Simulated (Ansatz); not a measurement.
# TaWC2 in Ansatz: the effect of exact exchange

The system is TaWC2.

```
W Ta C
1.0
     1.57186    0.90751    5.10162
    -1.57186    0.90751    5.10162
     0.00000   -1.81502    5.10162
W Ta C
1 1 2
Direct
  0.00000 0.00000 0.00000
  0.50000 0.50000 0.50000
  0.25093 0.25093 0.25093
  0.74907 0.74907 0.74907
```

The cell comes from a database or a generator and needn't be the stable form of this composition.

Alike in all runs:

| Quantity | Value |
| --- | --- |
| Program | Ansatz 0.2.0 |
| Task | single point |
| Functional | HSE06 form with a typed share of exact exchange |
| Potentials or basis | Ansatz PAW |
| Cutoff | 420 eV (not typed: the program's choice for these potentials) |
| k mesh | 5 × 5 × 5 |
| Occupations | fermi-dirac, width 0.05 eV |
| Spin | no spin polarisation |

```tsv
exact exchange	pressure (GPa)	largest force (eV/Å)
0.25	-10.9	0.01
0.3	-12.4	0.02
0.4	-15.4	0.05
0.5	?	?
```

What does the run with exact exchange 0.5 give?

Pressure -18.4 GPa; largest force 0.08 eV/Å.

Worked out: A straight line through the other rows of the pressure, of slope -30 GPa per unit of exact exchange, extrapolates to -18.4 GPa, against the run's -18.4. A straight line through the other rows of the largest force, of slope 0.271 eV/Å per unit of exact exchange, extrapolates to 0.08 eV/Å, against the run's 0.08.

Caveats: all runs use coarse meshes; the PAW data sets come from PBE, with cores solved anew for the run's functional, which leaves a small shift of forces and pressure; the thresholds are loose for stress.
